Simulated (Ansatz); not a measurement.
# CH4STe: small, medium and large basis sets

One table from this session's results is given with a row withheld; the runs are named, their logs left out.

The runs use Ansatz 0.2.0, Gaussian basis; one geometry, several basis sets.

The runs, in order: PBE0-D4/def2-SVP; ωB97M-V/def2-SVP; PBE0-D4/def2-QZVPP; ωB97M-V/def2-QZVPP; the functionals' def2-TZVPP values are taken from earlier runs.

## The relaxed structure

An earlier PBE0-D4 in a triple-zeta def2 set relaxation fixed the geometry. Te takes the def2 core potential; no spin-orbit term is included.

SMILES `SC[TeH]`, 7 atoms, charge 0, spin multiplicity 1.

Atoms are counted from 1 here; the program's logs count them from 0.

Bond lengths: S1–C2 1.794 Å, S1–H4 1.343 Å, C2–Te3 2.157 Å, C2–H5 1.087 Å, C2–H6 1.088 Å, Te3–H7 1.663 Å. Angles: C2–S1–H4 96.9°, S1–C2–Te3 111.1°, S1–C2–H5 111.8°, S1–C2–H6 106.2°, Te3–C2–H5 109.3°, Te3–C2–H6 108.8°, H5–C2–H6 109.6°, C2–Te3–H7 94.2°.

The first run:

Input file in.yaml:

```yaml
crystal:
  periodic: [false, false, false]
  atoms:
    - {symbol: S, position_ang: [-1.658822, -0.670571, 0.521170]}
    - {symbol: C, position_ang: [-0.136415, 0.266864, 0.373193]}
    - {symbol: Te, position_ang: [1.412692, -0.911013, -0.556324]}
    - {symbol: H, position_ang: [-1.878173, -0.829211, -0.794640]}
    - {symbol: H, position_ang: [-0.279581, 1.183005, -0.194218]}
    - {symbol: H, position_ang: [0.169772, 0.509849, 1.388658]}
    - {symbol: H, position_ang: [2.431728, 0.383176, -0.783438]}
basis:
  gaussian: {orbitals: def2-SVP}
hamiltonian: {xc: pbe0, dispersion: d4}
output: {orbitals: {seedname: orbitals}}
```

The run is started by

```console
$ ansatz run in.yaml --threads 2 --pin off --events-out ev --progress --plain --max-ram 4352MiB
```

Steps of the session up to this table: PBE0-D4 in def2-SVP; ωB97M-V in def2-SVP; PBE0-D4 in def2-QZVPP; ωB97M-V in def2-QZVPP.

One table of the session follows, with a row left open; its other results are not shown here.

It belongs to the step «Density functionals: the series». 

```
functional       basis  HOMO (eV)
   PBE0-D4    def2-SVP      -6.16
   PBE0-D4  def2-TZVPP      -6.29
   PBE0-D4  def2-QZVPP          ?
   ωB97M-V    def2-SVP      -8.26
   ωB97M-V  def2-TZVPP      -8.41
   ωB97M-V  def2-QZVPP      -8.44
```

**Question.** Estimate the row for PBE0-D4, def2-QZVPP.

**Answer.** HOMO (eV): -6.31. In the column «HOMO (eV)» it lies between ωB97M-V, def2-SVP (-8.26) and PBE0-D4, def2-TZVPP (-6.29).
